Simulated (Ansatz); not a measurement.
Run this with the Ansatz DFT code, driven from Python and show what comes out.

The script, `h5nsite.py`:
```python
"""Proton affinity of H5NSiTe at one site."""

import ansatz as az
import numpy as np

SETTINGS = {
    "basis_set": "def2-SVP",
    "functional": "b3lyp",
    "net_charge": 1,
    "fmax": 0.01,
}


def main() -> None:
    geometry_ang = [
        ("N", (-1.0568, 0.259, -0.667)),
        ("Si", (0.4997, 0.3793, 0.0983)),
        ("Te", (1.1374, -1.8907, 0.8348)),
        ("H", (-0.9282, -0.2935, -1.5252)),
        ("H", (-1.3164, 1.2586, -1.0432)),
        ("H", (0.4421, 1.2975, 1.2594)),
        ("H", (1.518, 0.8927, -0.8605)),
        ("H", (-0.2036, -1.96, 1.8476)),
    ]
    h5nsite = az.Crystal.molecule()
    for symbol, xyz in geometry_ang:
        h5nsite = h5nsite.atom(symbol, xyz)

    model = (
        h5nsite.calculation()
        .basis(gaussian=SETTINGS["basis_set"])
        .functional(SETTINGS["functional"])
    )
    symbols = [site.symbol for site in h5nsite.cartesian_sites]
    start = np.array([site.position_ang for site in h5nsite.cartesian_sites], dtype=float)
    rep = model.relax(force_tolerance=0.01, max_steps=100).run(threads=1, pin="off").report
    end = np.array(rep["positions_ang"])

    # start the new hydrogen opposite the existing bonds
    away = sum((end[0] - end[j]) / np.linalg.norm(end[0] - end[j]) for j in [1, 3, 4]) + np.array([0.15, 0.1, -0.2])
    proton = end[0] + 1.0 * away / np.linalg.norm(away)
    acid = az.Crystal.molecule()
    for symbol, place in zip(symbols, end):
        acid = acid.atom(symbol, place.tolist())
    acid = acid.atom("H", proton.tolist())
    protonated = (
        acid.calculation()
        .basis(gaussian=SETTINGS["basis_set"])
        .functional(SETTINGS["functional"])
        .charge(SETTINGS["net_charge"])
        .relax(force_tolerance=SETTINGS["fmax"], max_steps=80)
    )
    after = protonated.run(threads=1, pin="off").report
    xyz = np.array(after["positions_ang"])
    reach = np.linalg.norm(xyz[:-1] - xyz[-1], axis=1)
    print(f"base {rep['free_energy_ev']:.5f} eV, protonated {after['free_energy_ev']:.5f} eV")
    print(f"the proton ends {reach.min():.3f} A from {symbols[reach.argmin()]}{reach.argmin()}")
    print(f"electronic proton affinity {(rep['free_energy_ev'] - after['free_energy_ev']):.3f} eV")


if __name__ == "__main__":
    main()
```

```console
$ python h5nsite.py
base -16742.60824 eV, protonated -16752.23195 eV
the proton ends 1.031 A from N0
electronic proton affinity 9.624 eV
```

What to keep in mind:
- Total energies depend on the basis set; only differences at equal settings carry meaning.
- The proton is put on one chosen atom, which needn't be the most basic site, so the molecule's proton affinity can be higher; the ends are stationary points, not checked by frequencies, and zero-point and thermal terms count only where printed.
- def2 sets replace the cores of elements past krypton by effective core potentials.
- b3lyp holds the VWN-RPA fit, as in Gaussian; the form of ORCA and Turbomole is b3lyp5.
- Hardware and time: 2.1 min on 1 thread of Arm Neoverse V1, on a shared host, peak memory 0.26 GiB.
